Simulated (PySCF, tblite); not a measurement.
# C6H13GeNSi: geometry, infrared bands and NMR shifts

Aim: predict the infrared bands and NMR shifts of C6H13GeNSi (`C[SiH2]C/C=[CH]\[GeH2][CH2]C#N`).

Computed with tblite 0.8.0 and PySCF 2.14.0, with density-fitted response routines of our own, on a single molecule in the gas phase. Atoms are numbered from 0 throughout.

## Step 1: The starting structure

22 atoms, charge 0, multiplicity 1; geometry from: force field or distance geometry start.

Bonds of the start (Å): C0–Si1 1.86, Si1–C2 1.89, C2–C3 1.52, C3–C4 1.34, C4–Ge5 1.92, Ge5–C6 1.95, C6–C7 1.47, C7–N8 1.15, C0–H9 1.11, C0–H10 1.12, C0–H11 1.10, Si1–H12 1.48, Si1–H13 1.46, C2–H14 1.10, C2–H15 1.12, C3–H16 1.08, C4–H17 1.09, Ge5–H18 1.56, Ge5–H19 1.54, C6–H20 1.11, C6–H21 1.10.

## Step 2: Geometry optimisation with GFN2-xTB

What the job is given:

```
{"job": {"kind": "relax", "xc": "GFN2-xTB", "basis": "xTB"}, "charge": 0, "multiplicity": 1}
C     -3.586100     0.814600     0.820100
Si    -2.971300    -0.799700     0.131200
C     -1.083700    -0.826700     0.175500
C     -0.515900     0.232600    -0.749900
C      0.803400     0.416000    -0.874200
Ge     2.131700    -0.614900     0.060100
C      3.913600     0.005100    -0.439500
C      4.077700     1.409700    -0.046500
N      4.201700     2.511300     0.254500
H     -3.229700     0.949000     1.863000
H     -4.706900     0.810700     0.818800
H     -3.232700     1.649200     0.190500
H     -3.479800    -1.903600     0.982400
H     -3.434300    -0.977200    -1.243500
H     -0.753600    -1.820500    -0.147100
H     -0.764100    -0.637700     1.227900
H     -1.180900     0.862900    -1.315900
H      1.153300     1.185800    -1.557400
H      1.939300    -0.436700     1.596000
H      1.993300    -2.109200    -0.305000
H      4.672300    -0.606100     0.089300
H      4.042400    -0.095300    -1.531500
```

On the command line:

```sh
$ OMP_NUM_THREADS=1 python probes_run.py task.json out
```

This one command runs all jobs of the session in turn.

Output:

```text
step      E/eV     max force
  0    -706.06467    1.248
  1    -706.18577    0.599
  2    -706.23065    0.551
  3    -706.25097    0.445
  4    -706.26897    0.428
  5    -706.26862    1.521
  6    -706.28084    0.254
  7    -706.28472    0.231
  8    -706.29175    0.283
  9    -706.29448    0.156
 10    -706.29629    0.106
 11    -706.29744    0.124
 12    -706.29844    0.102
 13    -706.29918    0.064
 14    -706.29968    0.044
 15    -706.30000    0.047
 16    -706.30028    0.041
 17    -706.30060    0.043
 18    -706.30100    0.042
 19    -706.30142    0.056
 20    -706.30178    0.041
 21    -706.30203    0.040
 22    -706.30223    0.033
 23    -706.30241    0.036
 24    -706.30262    0.035
 25    -706.30287    0.054
 26    -706.30312    0.052
 27    -706.30334    0.038
 28    -706.30349    0.032
 29    -706.30360    0.023
 30    -706.30371    0.029
 31    -706.30382    0.025
 32    -706.30392    0.028
 33    -706.30401    0.023
 34    -706.30409    0.026
 35    -706.30419    0.021
 36    -706.30428    0.020
 37    -706.30436    0.020
 38    -706.30442    0.020
 39    -706.30448    0.018
 40    -706.30454    0.020
 41    -706.30461    0.018
 42    -706.30467    0.018
 43    -706.30473    0.019
 44    -706.30481    0.026
 45    -706.30491    0.030
 46    -706.30501    0.026
 47    -706.30507    0.017
 48    -706.30511    0.016
 49    -706.30515    0.015
 50    -706.30519    0.023
 51    -706.30524    0.022
 52    -706.30527    0.012
 53    -706.30529    0.013
 54    -706.30531    0.011
 55    -706.30534    0.017
 56    -706.30538    0.016
 57    -706.30541    0.012
 58    -706.30545    0.017
 59    -706.30552    0.032
 60    -706.30563    0.045
 61    -706.30577    0.044
 62    -706.30592    0.029
 63    -706.30608    0.029
 64    -706.30630    0.057
 65    -706.30667    0.093
 66    -706.30719    0.111
 67    -706.30776    0.087
 68    -706.30831    0.059
 69    -706.30874    0.091
 70    -706.30954    0.147
 71    -706.31076    0.125
 72    -706.31478    0.255
 73    -706.31527    0.124
 74    -706.31746    0.092
 75    -706.31885    0.226
 76    -706.32070    0.075
 77    -706.32360    0.071
 78    -706.32576    0.078
 79    -706.32720    0.075
 80    -706.32945    0.143
 81    -706.33286    0.180
 82    -706.33302    0.643
 83    -706.33891    0.116
 84    -706.34178    0.115
 85    -706.34448    0.201
 86    -706.34669    0.147
 87    -706.35003    0.088
 88    -706.35179    0.113
 89    -706.35295    0.182
 90    -706.35402    0.090
 91    -706.35554    0.132
 92    -706.35800    0.229
 93    -706.36018    0.274
 94    -706.36232    0.112
 95    -706.36435    0.156
 96    -706.36651    0.105
 97    -706.36813    0.137
 98    -706.36951    0.129
 99    -706.37109    0.249
100    -706.37305    0.102
101    -706.37475    0.090
102    -706.37591    0.114
103    -706.37724    0.073
104    -706.37823    0.083
105    -706.37937    0.103
106    -706.38087    0.186
107    -706.38258    0.111
108    -706.38424    0.197
109    -706.38592    0.141
110    -706.38811    0.141
111    -706.39157    0.158
112    -706.39517    0.174
113    -706.39884    0.150
114    -706.40163    0.100
115    -706.40350    0.105
116    -706.40528    0.100
117    -706.40745    0.116
118    -706.41102    0.208
119    -706.41316    0.173
120    -706.41529    0.106
121    -706.41691    0.099
122    -706.41843    0.112
123    -706.42036    0.149
124    -706.42314    0.129
125    -706.42567    0.115
126    -706.42759    0.101
127    -706.42873    0.067
128    -706.42984    0.076
129    -706.43115    0.082
130    -706.43328    0.086
131    -706.43529    0.078
132    -706.43710    0.087
133    -706.43883    0.078
134    -706.44028    0.072
135    -706.44193    0.082
136    -706.44388    0.095
137    -706.44588    0.090
138    -706.44736    0.084
139    -706.44840    0.117
140    -706.44963    0.094
141    -706.45135    0.072
142    -706.45281    0.078
143    -706.45414    0.072
144    -706.45522    0.067
145    -706.45618    0.105
146    -706.45721    0.053
147    -706.45822    0.155
148    -706.45911    0.080
149    -706.45992    0.065
150    -706.46069    0.052
151    -706.46118    0.038
152    -706.46156    0.029
153    -706.46174    0.028
154    -706.46188    0.024
155    -706.46203    0.030
156    -706.46225    0.035
157    -706.46248    0.027
158    -706.46266    0.020
159    -706.46280    0.019
160    -706.46291    0.021
161    -706.46302    0.024
162    -706.46313    0.028
163    -706.46324    0.023
164    -706.46335    0.023
165    -706.46345    0.028
166    -706.46353    0.023
167    -706.46361    0.023
168    -706.46370    0.027
169    -706.46380    0.023
170    -706.46388    0.018
171    -706.46394    0.015
172    -706.46398    0.014
173    -706.46402    0.018
174    -706.46407    0.019
175    -706.46413    0.017
176    -706.46419    0.021
177    -706.46425    0.020
178    -706.46434    0.025
179    -706.46444    0.026
180    -706.46456    0.027
181    -706.46471    0.032
182    -706.46489    0.033
183    -706.46513    0.035
184    -706.46545    0.042
185    -706.46587    0.048
186    -706.46632    0.051
187    -706.46672    0.037
188    -706.46705    0.033
189    -706.46736    0.031
190    -706.46764    0.036
191    -706.46776    0.059
192    -706.46801    0.031
193    -706.46813    0.021
194    -706.46822    0.021
195    -706.46830    0.019
196    -706.46840    0.023
197    -706.46849    0.017
198    -706.46856    0.014
199    -706.46862    0.016
200    -706.46868    0.018
201    -706.46874    0.016
202    -706.46880    0.015
203    -706.46885    0.016
204    -706.46891    0.014
205    -706.46897    0.015
206    -706.46902    0.014
207    -706.46906    0.013
208    -706.46910    0.016
209    -706.46913    0.016
210    -706.46915    0.015
211    -706.46919    0.010
212    -706.46920    0.009
```

Run time: 2.1 s. Hardware: 1 thread of Arm Neoverse V2, shared host.

Relaxation path: (not every step is listed)

```
step  energy from step 0 (eV)  largest force (eV/Å)
   0                   0.0000                1.2481
   1                  -0.1211                0.5988
   2                  -0.1660                0.5513
   3                  -0.1863                0.4446
   4                  -0.2043                0.4277
   5                  -0.2040                1.5210
   6                  -0.2162                0.2535
   7                  -0.2201                0.2314
   8                  -0.2271                0.2828
  27                  -0.2387                0.0381
  46                  -0.2403                0.0260
  65                  -0.2420                0.0927
  84                  -0.2771                0.1146
 103                  -0.3126                0.0728
 122                  -0.3538                0.1116
 141                  -0.3867                0.0722
 160                  -0.3982                0.0214
 179                  -0.3998                0.0263
 198                  -0.4039                0.0141
 207                  -0.4044                0.0134
 208                  -0.4044                0.0155
 209                  -0.4045                0.0158
 210                  -0.4045                0.0148
 211                  -0.4045                0.0100
 212                  -0.4045                0.0089
```

Distances of close pairs at the start and the end, largest changes first:

```csv
bond,before (Å),after (Å),change (Å)
Ge5–C6,1.952,2.004,+0.052
Ge5–H18,1.558,1.508,-0.051
C6–C7,1.468,1.427,-0.041
C2–C3,1.517,1.479,-0.038
C0–H10,1.121,1.085,-0.035
C0–Si1,1.860,1.894,+0.035
Ge5–H19,1.544,1.511,-0.033
Si1–C2,1.888,1.918,+0.030
```

The next job starts from the end point, and lists it.

## Step 3: Harmonic vibrations with GFN2-xTB

What the job is given:

```
{"job": {"kind": "ir", "xc": "GFN2-xTB", "basis": "xTB"}, "charge": 0, "multiplicity": 1}
C     -2.277456     0.512007     1.423330
Si    -2.871195    -0.634554     0.037232
C     -1.328740    -1.318614    -0.875652
C     -0.577275    -0.224867    -1.527767
C      0.513594     0.368174    -1.052004
Ge     1.496273    -0.022169     0.577316
C      3.448731     0.203843     0.186847
C      3.671099     1.515003    -0.329531
N      3.804593     2.573798    -0.744232
H     -1.637878    -0.018761     2.124863
H     -3.109219     0.928203     1.982887
H     -1.700679     1.341097     1.020368
H     -3.615426    -1.777871     0.580821
H     -3.712063     0.092856    -0.921975
H     -1.653026    -2.042123    -1.623068
H     -0.692940    -1.833257    -0.154447
H     -1.003720     0.127898    -2.461461
H      0.945793     1.185856    -1.618515
H      1.149968     0.924610     1.698303
H      1.332063    -1.416519     1.137137
H      4.039681     0.066115     1.093844
H      3.767412    -0.531336    -0.555148
```

Output:

```text
mode    cm-1     km/mol
  1       4.0      0.87
  2      37.0      4.44
  3      47.8      0.35
  4      57.7      0.32
  5      85.7      3.24
  6     123.9      0.64
  7     124.0      4.60
  8     153.1      1.18
  9     184.1      0.55
 10     231.9      6.87
 11     327.9      6.38
 12     371.0      3.35
 13     406.2      8.56
 14     419.0      8.88
 15     461.8     66.94
 16     471.7     28.63
 17     558.2      4.23
 18     572.9      7.47
 19     610.5     13.88
 20     635.8     21.11
 21     656.1     68.74
 22     663.9    367.25
 23     688.0     62.75
 24     745.2     55.52
 25     755.3    243.53
 26     770.4     91.53
 27     786.8     43.87
 28     823.6    104.47
 29     829.9     26.47
 30     838.9    215.18
 31     843.5    273.18
 32     935.4      1.90
 33    1008.3     10.10
 34    1035.6     44.61
 35    1062.7      2.48
 36    1115.7     17.34
 37    1135.4     88.69
 38    1188.6     73.69
 39    1237.9      1.18
 40    1323.2      5.96
 41    1369.6     10.48
 42    1394.9      4.64
 43    1452.6      4.26
 44    1473.2      1.30
 45    1479.7      1.46
 46    1653.8    139.68
 47    1901.3    267.05
 48    1970.7    467.71
 49    2216.9    451.99
 50    2226.2    194.18
 51    2393.5    307.44
 52    2950.8     19.79
 53    2961.2      9.73
 54    2980.2     20.43
 55    2988.3     29.00
 56    3002.6     27.17
 57    3017.8     44.26
 58    3020.8     66.75
 59    3025.5     22.77
 60    3049.1     24.47
```

It took 1.2 s on 1 thread of Arm Neoverse V2, shared host.

The strongest bands and the atoms that carry them (share of the mass-weighted mode):

```csv
cm⁻¹,km/mol,atoms
664,367.2,"H12 19 %, H19 19 %, H13 12 %"
755,243.5,"H18 31 %, C6 21 %, H20 19 %, H21 18 %"
839,215.2,"H18 20 %, H19 18 %, H9 17 %"
844,273.2,"H10 21 %, H19 17 %, H18 17 %"
1901,267.1,"H19 73 %, H18 26 %"
1971,467.7,"H18 73 %, H19 25 %"
2217,452.0,"H12 53 %, H13 43 %"
2394,307.4,"C7 60 %, N8 39 %"
```

## Step 4: NMR shieldings: PBE0/pcSseg-1

Settings changed since step 3:

```diff
@@ -1,2 +1,2 @@
-{"job": {"kind": "ir", "xc": "GFN2-xTB", "basis": "xTB"}, "charge": 0, "multiplicity": 1}
+{"job": {"kind": "nmr", "xc": "PBE0", "basis": "pcSseg-1"}, "charge": 0, "multiplicity": 1}
 C     -2.277456     0.512007     1.423330
```

With the program's defaults for keys left out, this is: GIAO PBE0/pcSseg-1 NMR shielding, non-relativistic, gas phase.

Output:

```text
coarse grid: 82168 points
cycle   1  E = -2656.5467482548  dE =  1.231e-01  |g| = 1.027e+00  |ddm| = 4.311e+00
cycle   2  E = -2656.3778413107  dE =  1.689e-01  |g| = 1.319e+00  |ddm| = 1.570e+00
cycle   3  E = -2656.6425734898  dE = -2.647e-01  |g| = 4.056e-01  |ddm| = 1.164e+00
cycle   4  E = -2656.6764169971  dE = -3.384e-02  |g| = 8.539e-02  |ddm| = 2.908e-01
cycle   5  E = -2656.6777097150  dE = -1.293e-03  |g| = 1.356e-02  |ddm| = 7.279e-02
cycle   6  E = -2656.6777516072  dE = -4.189e-05  |g| = 5.515e-03  |ddm| = 1.829e-02
cycle   7  E = -2656.6777584840  dE = -6.877e-06  |g| = 1.936e-03  |ddm| = 6.049e-03
final grid: 173040 points
cycle   8  E = -2656.6777855830  dE =  1.660e-06  |g| = 3.301e-03  |ddm| = 5.510e-03
cycle   9  E = -2656.6777790154  dE =  6.568e-06  |g| = 6.038e-03  |ddm| = 7.769e-03
cycle  10  E = -2656.6777883891  dE = -9.374e-06  |g| = 2.616e-04  |ddm| = 4.963e-03
cycle  11  E = -2656.6777884029  dE = -1.384e-08  |g| = 1.001e-04  |ddm| = 2.381e-04
cycle  12  E = -2656.6777884050  dE = -2.108e-09  |g| = 1.483e-05  |ddm| = 7.714e-05
cycle  13  E = -2656.6777884051  dE = -5.366e-11  |g| = 4.948e-06  |ddm| = 1.580e-05
converged SCF energy = -2656.6777884051

GIAO shielding tensors (ppm)
atom      isotropic    diamagn.    paramagn.     s11        s22        s33       span
  0 C      195.227     255.482     -60.254    187.813    193.799    204.070     16.257
  1 Si     392.767     880.674    -487.908    349.624    399.633    429.043     79.420
  2 C      161.541     256.039     -94.499    144.666    160.254    179.701     35.035
  3 C       29.832     259.221    -229.390    -93.305     25.371    157.429    250.734
  4 C       65.163     264.667    -199.504    -37.484     72.379    160.592    198.076
  5 Ge    1504.909    2759.408   -1254.499   1424.865   1502.282   1587.580    162.715
  6 C      188.620     253.922     -65.302    181.353    186.642    197.864     16.511
  7 C       63.542     260.011    -196.469    -55.616    -46.536    292.778    348.394
  8 N      -27.972     340.280    -368.252   -204.169   -180.140    300.392    504.561
  9 H       31.960      33.843      -1.882     27.170     30.613     38.098     10.928
 10 H       31.579      28.677       2.902     26.383     27.892     40.464     14.081
 11 H       31.279      34.958      -3.680     26.532     30.496     36.807     10.275
 12 H       27.427      28.763      -1.335     23.921     25.089     33.272      9.352
 13 H       27.603      29.289      -1.686     24.023     25.579     33.206      9.183
 14 H       29.759      30.783      -1.024     25.504     27.358     36.414     10.910
 15 H       29.800      35.050      -5.251     25.370     30.695     33.335      7.965
 16 H       24.631      33.606      -8.975     21.995     24.606     27.293      5.298
 17 H       25.639      36.419     -10.780     22.017     25.973     28.927      6.910
 18 H       27.282      32.775      -5.493     19.794     24.206     37.846     18.051
 19 H       27.144      32.206      -5.062     20.044     23.964     37.424     17.380
 20 H       30.035      26.926       3.109     24.242     27.863     38.001     13.759
 21 H       30.064      28.820       1.244     24.933     28.084     37.176     12.242
```

Run time: 90 s. Hardware: 1 thread of Arm Neoverse V2, shared host; peak memory 1.1 GiB.

Shifts follow as δ = σ(reference) − σ, with reference shieldings (ppm) from runs at the same level and on the same kind of geometry: ¹H TMS 31.72, ¹³C TMS 186.9, ²⁹Si TMS 349.2, ¹⁵N NH3 267.7, ⁷³Ge GeMe4 1331. The references are single molecules in the gas phase, so shifts against H2O, NH3, PH3, H3PO4 or CFCl3 are not on the usual liquid scales and can be off by tens of ppm. Atoms listed in one row are averaged.

| atoms | environment | σ (ppm) | δ (ppm) |
| --- | --- | --- | --- |
| C3 | alkene CH | 29.8 | 157.1 |
| C7 | nitrile carbon | 63.5 | 123.4 |
| C4 | alkene CH | 65.2 | 121.8 |
| C2 | allylic sp3 CH2 bonded to Si | 161.5 | 25.4 |
| C6 | sp3 CH2 bonded to Ge, α to a nitrile | 188.6 | -1.7 |
| C0 | methyl carbon bonded to Si | 195.2 | -8.3 |
| H16 | hydrogen on an alkene CH | 24.63 | 7.09 |
| H17 | hydrogen on an alkene CH | 25.64 | 6.08 |
| H18, H19 | hydrogen on a germanium bonded to 2 C | 27.21 | 4.50 |
| H12, H13 | hydrogen on a silicon bonded to 2 C | 27.51 | 4.20 |
| H14, H15 | hydrogen on an allylic sp3 CH2 bonded to Si | 29.78 | 1.94 |
| H20, H21 | hydrogen on an sp3 CH2 bonded to Ge, α to a nitrile | 30.05 | 1.67 |
| H9, H10, H11 | hydrogen on a methyl carbon bonded to Si | 31.61 | 0.11 |
| Si1 | silicon bonded to 2 C, 2 H | 392.8 | -43.6 |
| Ge5 | germanium bonded to 2 C, 2 H | 1505 | -174 |
| N8 | nitrile nitrogen | -28.0 | 295.7 |

Charges from the same density, by scheme (e):

```
atoms  Mulliken    IAO  Hirshfeld  ESP fit
   C0     -0.64  -0.72      -0.21    -0.50
  Si1      0.64   0.78       0.35     0.59
   C2     -0.49  -0.54      -0.16    -0.40
   C3     -0.12  -0.10      -0.03    -0.01
   C4     -0.44  -0.43      -0.15    -0.49
  Ge5      0.47   0.65       0.36     0.68
   C6     -0.45  -0.54      -0.13    -0.76
   C7      0.05   0.14       0.07     0.53
   N8     -0.26  -0.27      -0.24    -0.53
```

Mayer bond orders: C0–Si1 0.97, Si1–C2 0.87, C2–C3 1.07, C3–C4 1.89, C4–Ge5 0.91, Ge5–C6 0.89, C6–C7 1.02, C7–N8 3.03.

## Step 5: Outcome

| quantity | value |
| --- | --- |
| strongest single infrared mode (GFN2-xTB) | 1971 cm⁻¹, 468 km/mol |
| zero-point energy (GFN2-xTB) | 101.3 kcal/mol |
| ¹³C shifts against TMS (PBE0/pcSseg-1) | 157.1, 123.4, 121.8, 25.4, -1.7, -8.3 ppm |
| ¹H shifts against TMS (PBE0/pcSseg-1, means over atoms taken as alike) | 7.09, 6.08, 4.50, 4.20, 1.94, 1.67, 0.11 ppm |
| ²⁹Si shifts against TMS (PBE0/pcSseg-1) | -43.6 ppm |
| ⁷³Ge shifts against GeMe4 (PBE0/pcSseg-1) | -174 ppm |
| ¹⁵N shifts against NH3 (PBE0/pcSseg-1) | 295.7 ppm |

What this shows: Over 212 steps the energy fell by 0.405 eV; of the close pairs, Ge5–C6 changed most, 1.952 to 2.004 Å. No mode is imaginary among the 60: a minimum at this level. The strongest single mode, at 1971 cm⁻¹, moves mainly H18. Unscaled tight-binding wavenumbers are off by several per cent, some by more. Its intensities can rank the bands wrongly. At PBE0/pcSseg-1: The largest span, 505 ppm, is at N8, where the paramagnetic term is -368 ppm. Spin-orbit coupling is left out, which matters for shieldings and couplings at and beside the heavy atoms.
